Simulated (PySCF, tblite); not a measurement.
# H₉NPSi₂+: dynamics, then NMR shifts on frames, part 2 of 2

tblite 0.8.0 and PySCF 2.14.0. Atoms count from 0.

## Step 5: Nuclear shieldings: 625 fs, PBE0/pcSseg-1

The job: settings as JSON, then the geometry in Å.

```
{"job": {"kind": "nmr", "xc": "PBE0", "basis": "pcSseg-1", "pop": false}, "charge": 1, "multiplicity": 1}
Si     1.362000    -1.570800     1.411800
N      0.640000    -0.266500     0.315500
Si    -1.008200    -0.256800    -0.019600
P     -2.609600     0.369300     1.800000
H      1.095100    -1.155100     2.760400
H      2.749000    -1.395100     1.081300
H      0.566000    -2.870600     1.037200
H      1.172700     0.658600     0.189500
H     -1.449200    -1.631600    -0.026900
H     -1.531500     0.610500    -1.242200
H     -2.892900     1.409900     2.660400
H     -2.995300    -0.798000     2.539100
H     -3.930900     0.334700     1.140300
```

Method: GIAO PBE0/pcSseg-1 NMR shielding, non-relativistic, gas phase.

Log:

```text
coarse grid: 11520 points
cycle   1  E = -979.6893126614  dE =  9.126e-02  |g| = 4.322e-01  |ddm| = 3.074e+00
cycle   2  E = -979.6145354934  dE =  7.478e-02  |g| = 7.109e-01  |ddm| = 1.154e+00
cycle   3  E = -979.7336768032  dE = -1.191e-01  |g| = 8.591e-02  |ddm| = 7.901e-01
cycle   4  E = -979.7354115521  dE = -1.735e-03  |g| = 1.840e-02  |ddm| = 1.078e-01
cycle   5  E = -979.7354950813  dE = -8.353e-05  |g| = 4.670e-03  |ddm| = 2.481e-02
cycle   6  E = -979.7355012499  dE = -6.169e-06  |g| = 7.589e-04  |ddm| = 6.601e-03
final grid: 95120 points
cycle   7  E = -979.7551911048  dE = -1.271e-05  |g| = 4.927e-03  |ddm| = 1.524e-02
cycle   8  E = -979.7551820553  dE =  9.050e-06  |g| = 8.040e-03  |ddm| = 1.174e-02
cycle   9  E = -979.7551965746  dE = -1.452e-05  |g| = 7.104e-04  |ddm| = 7.271e-03
cycle  10  E = -979.7551966808  dE = -1.063e-07  |g| = 1.176e-04  |ddm| = 8.451e-04
cycle  11  E = -979.7551966841  dE = -3.236e-09  |g| = 2.488e-05  |ddm| = 1.480e-04
cycle  12  E = -979.7551966842  dE = -1.587e-10  |g| = 5.168e-06  |ddm| = 3.507e-05
converged SCF energy = -979.7551966842

GIAO shielding tensors (ppm)
atom      isotropic    diamagn.    paramagn.     s11        s22        s33       span
  0 Si     378.227     877.957    -499.729    335.846    363.709    435.127     99.281
  1 N      206.377     326.593    -120.216    161.962    212.982    244.187     82.225
  2 Si     351.521     880.017    -528.496    280.143    345.016    429.403    149.260
  3 P      524.300     966.821    -442.522    495.733    513.777    563.389     67.656
  4 H       26.973      28.869      -1.896     23.241     25.915     31.763      8.522
  5 H       26.433      27.851      -1.418     22.494     24.765     32.041      9.548
  6 H       25.150      26.880      -1.730     22.241     24.273     28.936      6.695
  7 H       27.462      30.693      -3.230     20.676     25.131     36.580     15.905
  8 H       26.073      30.982      -4.910     22.919     25.578     29.720      6.801
  9 H       23.910      26.726      -2.816     20.042     22.719     28.969      8.927
 10 H       27.185      26.292       0.893     22.634     23.062     35.859     13.225
 11 H       26.455      26.155       0.300     22.306     23.413     33.648     11.342
 12 H       26.076      25.114       0.962     22.356     22.625     33.245     10.889
```

It took 8.2 s on 1 thread of AMD EPYC 7B13, shared host; peak memory 0.72 GiB.

This run: δ Si2 -2.4, Si0 -29.1, N1 61.4, P3 -205.9, H9 7.81, H6 6.57 ppm.

## Step 6: Shielding tensors: 800 fs, PBE0/pcSseg-1

The job: settings as JSON, then the geometry in Å.

```
{"job": {"kind": "nmr", "xc": "PBE0", "basis": "pcSseg-1", "pop": false}, "charge": 1, "multiplicity": 1}
Si     1.603900    -1.879200     0.769700
N      0.257900    -0.687900     1.489600
Si    -0.871000     0.139900     0.544200
P     -3.013700     0.664500     1.908300
H      1.467900    -3.157300     1.462700
H      2.746500    -1.126300     1.090500
H      1.337500    -1.782000    -0.730300
H      0.627900    -0.181300     2.295900
H     -1.785700    -0.960500     0.085800
H     -0.511100     1.372400    -0.180300
H     -3.139800     1.928400     1.388900
H     -2.619400     0.999300     3.064400
H     -4.385800     0.851000     2.242000
```

With the program's defaults for keys left out, this is: GIAO PBE0/pcSseg-1 NMR shielding, non-relativistic, gas phase.

Log:

```text
coarse grid: 11520 points
cycle   1  E = -979.6298794714  dE =  2.091e-01  |g| = 4.541e-01  |ddm| = 3.105e+00
cycle   2  E = -979.5477835441  dE =  8.210e-02  |g| = 7.452e-01  |ddm| = 1.108e+00
cycle   3  E = -979.6775560318  dE = -1.298e-01  |g| = 9.364e-02  |ddm| = 7.999e-01
cycle   4  E = -979.6797675168  dE = -2.211e-03  |g| = 1.812e-02  |ddm| = 1.305e-01
cycle   5  E = -979.6798531875  dE = -8.567e-05  |g| = 5.854e-03  |ddm| = 2.888e-02
cycle   6  E = -979.6798640870  dE = -1.090e-05  |g| = 9.682e-04  |ddm| = 8.174e-03
cycle   7  E = -979.6798644230  dE = -3.360e-07  |g| = 1.943e-04  |ddm| = 1.690e-03
final grid: 95120 points
cycle   8  E = -979.6992820959  dE = -1.114e-05  |g| = 5.039e-03  |ddm| = 1.496e-02
cycle   9  E = -979.6992719118  dE =  1.018e-05  |g| = 8.410e-03  |ddm| = 1.202e-02
cycle  10  E = -979.6992877131  dE = -1.580e-05  |g| = 5.247e-04  |ddm| = 7.643e-03
cycle  11  E = -979.6992877690  dE = -5.590e-08  |g| = 1.164e-04  |ddm| = 7.007e-04
cycle  12  E = -979.6992877728  dE = -3.710e-09  |g| = 2.528e-05  |ddm| = 1.822e-04
cycle  13  E = -979.6992877730  dE = -2.185e-10  |g| = 6.270e-06  |ddm| = 4.109e-05
converged SCF energy = -979.6992877730

GIAO shielding tensors (ppm)
atom      isotropic    diamagn.    paramagn.     s11        s22        s33       span
  0 Si     375.977     877.780    -501.802    315.246    389.129    423.558    108.312
  1 N      209.210     326.207    -116.997    136.464    219.193    271.974    135.509
  2 Si     321.735     878.918    -557.183    198.330    342.892    423.985    225.655
  3 P      616.782     967.552    -350.769    544.252    604.297    701.799    157.547
  4 H       26.243      27.010      -0.767     22.472     24.481     31.775      9.303
  5 H       27.130      29.324      -2.194     22.999     26.049     32.342      9.343
  6 H       25.757      28.451      -2.694     22.491     25.266     29.513      7.022
  7 H       29.350      31.952      -2.602     21.147     29.220     37.683     16.536
  8 H       23.798      28.358      -4.560     19.704     24.664     27.027      7.322
  9 H       24.494      28.540      -4.045     19.916     23.092     30.475     10.559
 10 H       29.271      29.621      -0.351     23.753     26.353     37.707     13.955
 11 H       31.934      31.401       0.533     25.099     28.136     42.568     17.469
 12 H       26.159      23.581       2.577     21.298     22.195     34.982     13.684
```

Run time: 8 s. Hardware: 1 thread of AMD EPYC 7B13, shared host; peak memory 0.72 GiB.

In short: δ Si2 27.4, Si0 -26.8, N1 58.5, P3 -298.4, H8 7.92, H9 7.22 ppm.

## Step 7: Nuclear shieldings: 1000 fs, PBE0/pcSseg-1

The job: settings as JSON, then the geometry in Å.

```
{"job": {"kind": "nmr", "xc": "PBE0", "basis": "pcSseg-1", "pop": false}, "charge": 1, "multiplicity": 1}
Si     1.624600    -2.012300     1.000400
N     -0.052800    -1.248300     0.600100
Si    -0.719300     0.265900     1.141100
P     -3.100900     0.264900     2.193900
H      2.464300    -1.591400    -0.310700
H      1.171700    -3.551100     0.976800
H      1.928800    -1.339800     2.256900
H     -0.598500    -1.864600     0.019100
H     -1.252800     0.890600    -0.083000
H     -0.350500     0.742500     2.419000
H     -3.946100    -0.784700     2.477600
H     -3.803200     1.365300     2.777800
H     -2.456600    -0.048400     3.388900
```

With the program's defaults for keys left out, this is: GIAO PBE0/pcSseg-1 NMR shielding, non-relativistic, gas phase.

Log:

```text
coarse grid: 11520 points
cycle   1  E = -979.6518829954  dE =  6.381e-02  |g| = 4.499e-01  |ddm| = 3.071e+00
cycle   2  E = -979.5377895865  dE =  1.141e-01  |g| = 8.154e-01  |ddm| = 1.205e+00
cycle   3  E = -979.6992125554  dE = -1.614e-01  |g| = 9.212e-02  |ddm| = 8.865e-01
cycle   4  E = -979.7013585349  dE = -2.146e-03  |g| = 1.744e-02  |ddm| = 1.286e-01
cycle   5  E = -979.7014281240  dE = -6.959e-05  |g| = 3.609e-03  |ddm| = 2.261e-02
cycle   6  E = -979.7014322765  dE = -4.152e-06  |g| = 9.568e-04  |ddm| = 5.567e-03
final grid: 95120 points
cycle   7  E = -979.7211263502  dE = -1.288e-05  |g| = 4.463e-03  |ddm| = 1.515e-02
cycle   8  E = -979.7211175780  dE =  8.772e-06  |g| = 7.631e-03  |ddm| = 1.075e-02
cycle   9  E = -979.7211306820  dE = -1.310e-05  |g| = 5.508e-04  |ddm| = 6.987e-03
cycle  10  E = -979.7211307413  dE = -5.928e-08  |g| = 1.131e-04  |ddm| = 6.734e-04
cycle  11  E = -979.7211307444  dE = -3.093e-09  |g| = 3.041e-05  |ddm| = 1.567e-04
cycle  12  E = -979.7211307447  dE = -2.556e-10  |g| = 5.524e-06  |ddm| = 3.936e-05
converged SCF energy = -979.7211307447

GIAO shielding tensors (ppm)
atom      isotropic    diamagn.    paramagn.     s11        s22        s33       span
  0 Si     372.823     877.062    -504.239    333.177    374.908    410.385     77.208
  1 N      200.636     328.153    -127.517    154.978    196.860    250.070     95.091
  2 Si     322.380     880.004    -557.624    234.575    304.587    427.978    193.403
  3 P      579.821     966.698    -386.878    508.748    585.402    645.313    136.565
  4 H       24.184      26.240      -2.056     20.555     22.998     28.999      8.444
  5 H       24.332      24.918      -0.586     20.960     23.062     28.975      8.016
  6 H       26.273      28.481      -2.208     22.812     25.956     30.051      7.238
  7 H       29.388      34.550      -5.163     21.361     28.852     37.949     16.588
  8 H       24.244      29.142      -4.898     19.353     24.058     29.321      9.968
  9 H       25.545      31.178      -5.632     21.367     26.250     29.018      7.651
 10 H       28.168      26.210       1.958     23.303     24.118     37.082     13.779
 11 H       27.113      24.710       2.403     22.293     22.809     36.238     13.945
 12 H       28.310      28.211       0.099     23.853     26.334     34.743     10.890
```

Wall time 8 s (1 thread of AMD EPYC 7B13, shared host); peak memory 0.71 GiB.

Key values: δ Si2 26.8, Si0 -23.7, N1 67.1, P3 -261.4, H4 7.53, H8 7.47 ppm.

## Step 8: Side by side: NMR shifts

Shifts (ppm) of some atoms, chosen among heavy atoms and hydrogens apart, with basis size and wall time:

```tsv
frame	H5	H10	H11	Si0	Si2	N1	P3	functions	time
250 fs	5.10	4.79	4.33	-36.5	-46.0	42.6	-232.2	134	13 s
425 fs	5.24	5.63	4.45	-36.4	38.7	49.4	-206.9	134	8.5 s
625 fs	5.28	4.53	5.26	-29.1	-2.4	61.4	-205.9	134	8.2 s
800 fs	4.59	2.45	-0.22	-26.8	27.4	58.5	-298.4	134	8 s
1000 fs	7.38	3.55	4.60	-23.7	26.8	67.1	-261.4	134	8 s
```

## Step 9: Outcome

What follows sums up all 2 parts.

```
                                        quantity                                                     value
                                      thermostat                                                     600 K
                   mean temperature, second half                                                     648 K
         mean potential energy above the minimum                                                   1.01 eV
   1H shifts against TMS (PBE0/pcSseg-1, 250 fs)  7.17, 5.47, 5.41, 5.31, 5.10, 4.79, 4.33, 4.07, 3.76 ppm
 29Si shifts against TMS (PBE0/pcSseg-1, 250 fs)                                          -36.5, -46.0 ppm
  15N shifts against NH3 (PBE0/pcSseg-1, 250 fs)                                                  42.6 ppm
31P shifts against H3PO4 (PBE0/pcSseg-1, 250 fs)                                                -232.2 ppm
                        range of the shift of P3                                      -298.4 to -205.9 ppm
```

In the second half the potential energy averages 1.01 eV above the minimum; equipartition over 33 harmonic modes at 600 K would give 0.85 eV. With 13 atoms the temperature swings widely (306 to 1002 K). Shifts at one fixed geometry are not the observed spectrum, which averages over the motion. In the first frame run (250 fs): Shielding is most anisotropic at Si2 (span 200 ppm, paramagnetic term -484 ppm). At PBE0/pcSseg-1, counted by nearest atom on the grid, the HOMO lies on N1 50 %; H5, H6 about 11 % each, the LUMO on P3 19 %; Si2 18 %. Across the 5 runs the shift of P3 moves most, between -298.4 (800 fs) and -205.9 ppm (625 fs).
